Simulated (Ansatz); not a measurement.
# SiBrF: basis-set convergence

Aim: see how fast density functionals converge with the basis set for SiBrF.

Computed with Ansatz 0.2.0, Gaussian basis. Level: one geometry, several basis sets.

The runs, in order: PBE0-D4/def2-SVP; ωB97M-V/def2-SVP; PBE0-D4/def2-QZVPP; ωB97M-V/def2-QZVPP; the functionals' def2-TZVPP values are taken from earlier runs.

## Step 1: Structure used throughout

The geometry comes from an earlier relaxation with PBE0-D4 in a triple-zeta def2 set; it is a stationary point.

SMILES `F[Si]Br`, 3 atoms, charge 0, spin multiplicity 1.

Atoms are counted from 1 here; the program's logs count them from 0.

Bond lengths: F1–Si2 1.603 Å, Si2–Br3 2.255 Å. Angles: F1–Si2–Br3 100.7°.

## Step 2: PBE0-D4 in def2-SVP

in.yaml

```yaml
crystal:
  periodic: [false, false, false]
  atoms:
    - {symbol: F, position_ang: [0.346845, 1.310735, 0.323729]}
    - {symbol: Si, position_ang: [-0.697849, 0.297052, -0.346606]}
    - {symbol: Br, position_ang: [0.340005, -1.672587, 0.009576]}
basis:
  gaussian: {orbitals: def2-SVP}
hamiltonian: {xc: pbe0, dispersion: d4}
output: {orbitals: {seedname: orbitals}}
```

The run is started by

```sh
ansatz run in.yaml --threads 4 --pin off --events-out ev --progress --plain --max-ram 10444MiB
```

After this run come: ωB97M-V in def2-SVP; PBE0-D4 in def2-QZVPP; ωB97M-V in def2-QZVPP.

**Question.** What will the summary of the whole plan be? Wanted: PBE0-D4: double and triple zeta above quadruple; ωB97M-V: double and triple zeta above quadruple.

As calculated:

| quantity | value |
| --- | --- |
| PBE0-D4: double and triple zeta above quadruple | 16.72, 1.86 eV |
| ωB97M-V: double and triple zeta above quadruple | 16.66, 1.78 eV |

For PBE0-D4 the step from double to triple zeta gains 14.87 eV and the next only 1.86 eV. These are total energies; as a rule much of such shifts cancels in differences, which this series doesn't test.
